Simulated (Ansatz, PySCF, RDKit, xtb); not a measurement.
**C6H12N+: which of the isomers drawn lies lowest?**

Which of a sample of isomers of C6H12N+ (charge +1) is the most stable in the gas at 298.15 K, and what are its properties? The sample is small against all isomers, and the most stable one of this formula need not be in it.

Plan: many cheap relaxations first (GFN2-xTB), then density-functional screening, relaxation at B3LYP-D3(BJ)/def2-SVP, vibrations (at GFN2-xTB) and a final energy. The numbers are computed, not measured.

### Step 1. Candidates

Isomers were taken from a list of plausible structures; this is a sample, not all of them. That gives 14 candidates.

```tsv
label	SMILES	spin
c106	C[N+](C)(C)C1C=C1	singlet
c228	C=C[C@H]1C[N@H+](C)C1	singlet
c306	CC#CC[NH2+]CC	singlet
c376	CCCC#CC[NH3+]	singlet
c585	C=CC[NH+]1CCC1	singlet
c674	C=C(C)C[N+](=C)C	singlet
c739	CCC#CC[NH2+]C	singlet
c747	C[C@@H]1C=CC[N@H+]1C	singlet
c769	C1C[NH+](C2CC2)C1	singlet
c811	CC1=CC[NH2+]CC1	singlet
c860	C=CC[N+](=C)CC	singlet
c904	C=C[C@@H]1CC[C@H]1[NH3+]	singlet
c940	CC#[N+]CCCC	singlet
c957	C=CC/[N+](C)=C/C	singlet
```

Candidates are built by distance geometry, with a force field where one applies, in up to four conformers (letters a to d).

**Question.** With final energies at CCSD(T)/def2-SVP + MP2/def2-TZVPP - MP2/def2-SVP, which structure will this search put lowest in free energy, and by what margin?

| quantity | value |
| --- | --- |
| lowest structure found | CC1=CC[NH2+]CC1, singlet |
| next finalist | C[C@@H]1C=CC[N@H+]1C, singlet, 4.3 kcal/mol higher in G |
| share at equilibrium, among the finalists | 99.9 % |
| HOMO energy (PBE0/def2-SVPD) | -11.34 eV |
| LUMO energy (PBE0/def2-SVPD) | -4.51 eV |
| HOMO–LUMO gap (PBE0/def2-SVPD) | 6.84 eV |
| lowest excitation (TD-PBE0/def2-SVPD) | 5.83 eV (f = 0.025) |
| strongest of the states computed, same level | 7.01 eV (f = 0.210) |
| lowest triplet excitation, same level, Tamm-Dancoff | 4.20 eV |
| vertical ionisation energy | 13.32 eV |
| vertical recombination energy (electron added) | 3.10 eV |
| vertical triplet less singlet | +4.15 eV |

The search ends on `CC1=CC[NH2+]CC1`. The margin of 4.3 kcal/mol over the next finalist is beyond the usual error of the last level; it says nothing of structures that weren't ranked. GFN2-xTB, HF/STO-3G, r2SCAN-D4/def2-SVP, B3LYP-D3(BJ)/def2-SVP, HF/def2-SVP and MP2/def2-SVP already put its bonding pattern lowest among the structures in one piece. 8 minima inside the window were never screened. The search is not exhaustive (a finite list of starts, one conformer a finalist), so a lower isomer can't be ruled out. Only 14 drawn patterns were tried, so whole families of isomers are missing, and the result ranks this sample alone.
